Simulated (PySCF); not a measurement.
**NaCd: spin, charge, geometry and surroundings**

Aim: change spin, charge, geometry, field or solvent of NaCd, one at a time, and compare with the base run.

Method: method and basis as typed in the scripts; program: PySCF 2.14.0.

7 further runs of the same task are left out: 1 for a known fault of the program, 6 that didn't finish.

### Step 1. The system as given

NaCd: 2 atoms, charge 0, spin multiplicity 2.

Bond lengths: Na1–Cd2 2.975 Å.

### Step 2. Base script

input.py reads:

```python
from pyscf import gto, scf, mp

mol = gto.M(
    atom='Na 0 0 0; Cd 0 0 2.975',
    basis='3-21g',
    charge=0,
    spin=1,
    symmetry=True,
    verbose=4,
)
mf = scf.UHF(mol)
mf.kernel()
mp.MP2(mf, frozen=15).kernel()
mf.dip_moment()
print('orbital energies (hartree):', [e[max(0, n-3):n+3].round(4) for e, n in zip(mf.mo_energy, mol.nelec)])
```

On the command line:

```bash
OMP_NUM_THREADS=1 python input.py
```

Its log is not repeated here.

In short: E(SCF) = -5600.682300 Eh, 12 cycles, E(MP2) − E(SCF) = -0.11078 Eh, ⟨S²⟩ = 0.805, μ = 0.25 D (of the SCF density).

No relativity is included for the heavy element. The bond length is a typed value, not an optimised one.

### Step 3. Bond 3.064 Å

Run 1 changes bond length: 2.975 Å → 3.064 Å.

input.py reads:

```python
from pyscf import gto, scf, mp

mol = gto.M(
    atom='Na 0 0 0; Cd 0 0 3.064',
    basis='3-21g',
    charge=0,
    spin=1,
    symmetry=True,
    verbose=4,
)
mf = scf.UHF(mol)
mf.kernel()
mp.MP2(mf, frozen=15).kernel()
mf.dip_moment()
print('orbital energies (hartree):', [e[max(0, n-3):n+3].round(4) for e, n in zip(mf.mo_energy, mol.nelec)])
```

On the command line:

```bash
OMP_NUM_THREADS=1 python input.py
```

### Step 4. Electric field 0.01 a.u.

Run 2 changes electric field: none → 0.01 a.u.; point-group symmetry: on → off.

input.py: that of step 2 with these lines changed.

```diff
@@ -7,3 +7,2 @@
     spin=1,
-    symmetry=True,
     verbose=4,
@@ -11,2 +10,7 @@
 mf = scf.UHF(mol)
+field = 0.01  # electric field along z, atomic units
+h = mf.get_hcore() + field*mol.intor('int1e_r')[2]
+mf.get_hcore = lambda *args: h
+e_nuc = mol.energy_nuc() - field*mol.atom_charges() @ mol.atom_coords()[:, 2]
+mf.energy_nuc = lambda *args: e_nuc
 mf.kernel()
```

### Step 5. Charge +1 (singlet)

Run 3 changes charge: 0 → 1; spin (2S): 1 → 0.

input.py: that of step 2 with these lines changed.

```diff
@@ -5,4 +5,4 @@
     basis='3-21g',
-    charge=0,
-    spin=1,
+    charge=1,
+    spin=0,
     symmetry=True,
```

### Step 6. Bond 0.3 Å

Run 4 changes bond length: 2.975 Å → 0.3 Å.

input.py: that of step 2 with these lines changed.

```diff
@@ -3,3 +3,3 @@
 mol = gto.M(
-    atom='Na 0 0 0; Cd 0 0 2.975',
+    atom='Na 0 0 0; Cd 0 0 0.3',
     basis='3-21g',
```

Q: Predict the outcome of this session. Wanted: for each run, E(SCF); from base; gap, α spin; SCF dipole; after the SCF.

The runs gave:

```
                     run  E(SCF) (hartree)  from base (eV)  cycles  gap, α spin (eV)  SCF dipole (D)                           after the SCF
                    base      -5600.682300               0      12              4.93            0.25  MP2 correlation -3.014 eV, core frozen
            bond 3.064 Å      -5600.684292         -0.0542      12              4.97            0.28  MP2 correlation -3.009 eV, core frozen
electric field 0.01 a.u.      -5600.705526         -0.6320      12              5.10           10.75  MP2 correlation -2.998 eV, core frozen
     charge +1 (singlet)      -5600.526369         +4.2431      11              7.95             n/a  MP2 correlation -2.944 eV, core frozen
bond 0.3 Å (poor choice)      -5436.987090      +4454.3736       9             10.10            4.16  MP2 correlation -2.052 eV, core frozen
```

**Reading.** The largest comparable shift of the SCF energy, +4454.374 eV, comes with the run “bond 0.3 Å”. At the SCF level, going to the singlet with one electron fewer costs 4.24 eV at fixed geometry. With bond 0.3 Å the frontier gap moves by over 1.5 eV, which can mean another electronic state rather than the bond length alone. Rows marked «poor choice» come from settings spoiled on purpose.
